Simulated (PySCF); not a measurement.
# Cl₂H₂O₂Si: electronic structure in real space

For Cl₂H₂O₂Si, the scripts below analyse its density (charges, bond critical points, surface potential), see where an electron leaves and enters and measure its response to a uniform field.

Computed with PySCF 2.14.0. Level: levels as typed in each script, gas phase, geometry from GFN2-xTB.

## Step 1: The system as given

SMILES `O[Si](O)(Cl)Cl`, 7 atoms, charge 0, spin multiplicity 1.

Bond lengths: O1–Si2 1.610 Å, O1–H6 0.955 Å, Si2–O3 1.622 Å, Si2–Cl4 1.997 Å, Si2–Cl5 2.019 Å, O3–H7 0.954 Å. Angles: Si2–O1–H6 122.2°, O1–Si2–O3 107.1°, O1–Si2–Cl4 105.9°, O1–Si2–Cl5 111.1°, O3–Si2–Cl4 112.4°, O3–Si2–Cl5 109.4°, Cl4–Si2–Cl5 110.9°, Si2–O3–H7 123.0°.

As a file:

```xyz
7
Cl2H2O2Si
O     0.1119    1.2274   -1.3244
Si    0.0081    0.3171    0.0000
O    -0.0618    1.3265    1.2673
Cl    1.6545   -0.8129    0.0186
Cl   -1.6540   -0.8294   -0.0350
H    -0.3993    2.0261   -1.4337
H    -0.1238    1.0240    2.1699
```

## Step 2: Density, bond paths and surface potential (B3LYP/def2-svpd)

The input, input.py:

```python
import numpy as np
from pyscf import gto, scf, dft
from pyscf.scf import atom_ks, atom_hf
from scipy.linalg import block_diag

def solve(mol, dm0=None, hcore=None):
    mf = (dft.UKS if mol.spin else dft.RKS)(mol, xc='b3lyp')
    mf.grids.level = 3
    mf = mf.density_fit(auxbasis='def2-universal-jkfit')
    mf.conv_tol, mf.max_cycle = 1e-8, 80
    if hcore is not None:
        mf.get_hcore = lambda *args: hcore
    mf.kernel(dm0)
    if not mf.converged:
        mf = mf.newton().run(mf.mo_coeff, mf.mo_occ, max_cycle=30)
    assert mf.converged, 'SCF not converged'
    return mf

mol = gto.M(atom='''
O      0.11191     1.22736    -1.32438
Si     0.00808     0.31707     0.00000
O     -0.06176     1.32655     1.26734
Cl     1.65453    -0.81294     0.01858
Cl    -1.65401    -0.82944    -0.03504
H     -0.39934     2.02611    -1.43371
H     -0.12384     1.02399     2.16992
''', basis='def2-svpd', charge=0, spin=0, verbose=4)
mf = solve(mol)
mf.analyze()
# spherically averaged free atoms, for the promolecule
atm = atom_ks.get_atm_nrks(mol, xc='b3lyp')
pro = block_diag(*[(atm[a[0]][2] * atm[a[0]][3]) @ atm[a[0]][2].T for a in mol._atom])
np.savez('result.npz', e=mf.e_tot, c=mf.mo_coeff, occ=mf.mo_occ, eps=mf.mo_energy, pro=pro, dip=mf.dip_moment(verbose=0), s2=mf.spin_square()[0])
```

On the command line:

```bash
$ OMP_NUM_THREADS=1 python input.py
```

## Step 4: Removing and adding an electron (B3LYP/def2-svpd)

The input, input.py:

```python
import numpy as np
from pyscf import gto, scf, dft
from pyscf.scf import atom_ks, atom_hf
from scipy.linalg import block_diag

def solve(mol, dm0=None, hcore=None):
    mf = (dft.UKS if mol.spin else dft.RKS)(mol, xc='b3lyp')
    mf.grids.level = 3
    mf = mf.density_fit(auxbasis='def2-universal-jkfit')
    mf.conv_tol, mf.max_cycle = 1e-8, 80
    if hcore is not None:
        mf.get_hcore = lambda *args: hcore
    mf.kernel(dm0)
    if not mf.converged:
        mf = mf.newton().run(mf.mo_coeff, mf.mo_occ, max_cycle=30)
    assert mf.converged, 'SCF not converged'
    return mf

mol = gto.M(atom='''
O      0.11191     1.22736    -1.32438
Si     0.00808     0.31707     0.00000
O     -0.06176     1.32655     1.26734
Cl     1.65453    -0.81294     0.01858
Cl    -1.65401    -0.82944    -0.03504
H     -0.39934     2.02611    -1.43371
H     -0.12384     1.02399     2.16992
''', basis='def2-svpd', charge=0, spin=0, verbose=4)
mf = solve(mol)
out = dict(e0=mf.e_tot, dm0=mf.make_rdm1(), c=mf.mo_coeff, occ=mf.mo_occ, eps=mf.mo_energy)
for name, dq, spin in [('cation', 1, 1)]:
    ion = mol.copy().set(charge=mol.charge + dq, spin=spin).build()
    mi = solve(ion)
    if spin and dq > 0 and mol.nao < 130:
        c, _, stable, _ = mi.stability(return_status=True)
        if not stable:
            mi = solve(ion, mi.make_rdm1(c, mi.mo_occ))
    print(name, 'vertical energy change / eV', (mi.e_tot - mf.e_tot) * 27.211386)
    out.update({'e_' + name: mi.e_tot, 'dm_' + name: mi.make_rdm1(), 's2_' + name: mi.spin_square()[0], 'eps_' + name: mi.mo_energy, 'occ_' + name: mi.mo_occ})
# spherically averaged free atoms, for the promolecule
atm = atom_ks.get_atm_nrks(mol, xc='b3lyp')
pro = block_diag(*[(atm[a[0]][2] * atm[a[0]][3]) @ atm[a[0]][2].T for a in mol._atom])
np.savez('result.npz', pro=pro, **out)
```

## Step 6: Response to an electric field (B3LYP/def2-svpd)

The input, input.py:

```python
import numpy as np
from pyscf import gto, scf, dft
from pyscf.scf import atom_ks, atom_hf
from scipy.linalg import block_diag

def solve(mol, dm0=None, hcore=None):
    mf = (dft.UKS if mol.spin else dft.RKS)(mol, xc='b3lyp')
    mf.grids.level = 3
    mf = mf.density_fit(auxbasis='def2-universal-jkfit')
    mf.conv_tol, mf.max_cycle = 1e-8, 80
    if hcore is not None:
        mf.get_hcore = lambda *args: hcore
    mf.kernel(dm0)
    if not mf.converged:
        mf = mf.newton().run(mf.mo_coeff, mf.mo_occ, max_cycle=30)
    assert mf.converged, 'SCF not converged'
    return mf

mol = gto.M(atom='''
O      0.11191     1.22736    -1.32438
Si     0.00808     0.31707     0.00000
O     -0.06176     1.32655     1.26734
Cl     1.65453    -0.81294     0.01858
Cl    -1.65401    -0.82944    -0.03504
H     -0.39934     2.02611    -1.43371
H     -0.12384     1.02399     2.16992
''', basis='def2-svpd', charge=0, spin=0, verbose=4)
field = np.array([0.004, 0.0, 0.0])  # atomic units
mol.set_common_orig(mol.atom_charges() @ mol.atom_coords() / mol.atom_charges().sum())
mf = solve(mol)
out = dict(dm0=mf.make_rdm1(), d0=mf.dip_moment(unit='AU'), e0=mf.e_tot)
for name, sign in (('p', 1), ('m', -1)):
    h = mf.get_hcore() + sign * np.einsum('x,xij->ij', field, mol.intor('int1e_r'))
    mi = solve(mol, mf.make_rdm1(), h)
    out.update({'dm' + name: mi.make_rdm1(), 'd' + name: mi.dip_moment(unit='AU'), 'e' + name: mi.e_tot})
# spherically averaged free atoms, for the promolecule
atm = atom_ks.get_atm_nrks(mol, xc='b3lyp')
pro = block_diag(*[(atm[a[0]][2] * atm[a[0]][3]) @ atm[a[0]][2].T for a in mol._atom])
np.savez('result.npz', pro=pro, **out)
```

(Steps that only read results are left out.)

Before running it: what results should come out? Wanted: dipole moment; HOMO, LUMO; vertical ionisation energy; polarisability along the field.

The runs gave:

| quantity | value |
| --- | --- |
| dipole moment (B3LYP/def2-svpd) | 1.88 D |
| HOMO, LUMO (B3LYP/def2-svpd) | -9.00, -0.62 eV |
| vertical ionisation energy (B3LYP/def2-svpd) | 11.33 eV |
| polarisability along the field (B3LYP/def2-svpd) | 64.0 bohr³ |

At B3LYP/def2-svpd: The highest Hirshfeld charge is on Si2 (+0.46 e), the lowest on O3 (−0.30 e). The ionisation energy from two SCF runs, 11.33 eV, lies 2.3 eV above −ε(HOMO) = 9.00 eV of the same level, B3LYP/def2-svpd, since self-interaction lifts this functional's HOMO. All values hold at the given geometry, in the gas phase.
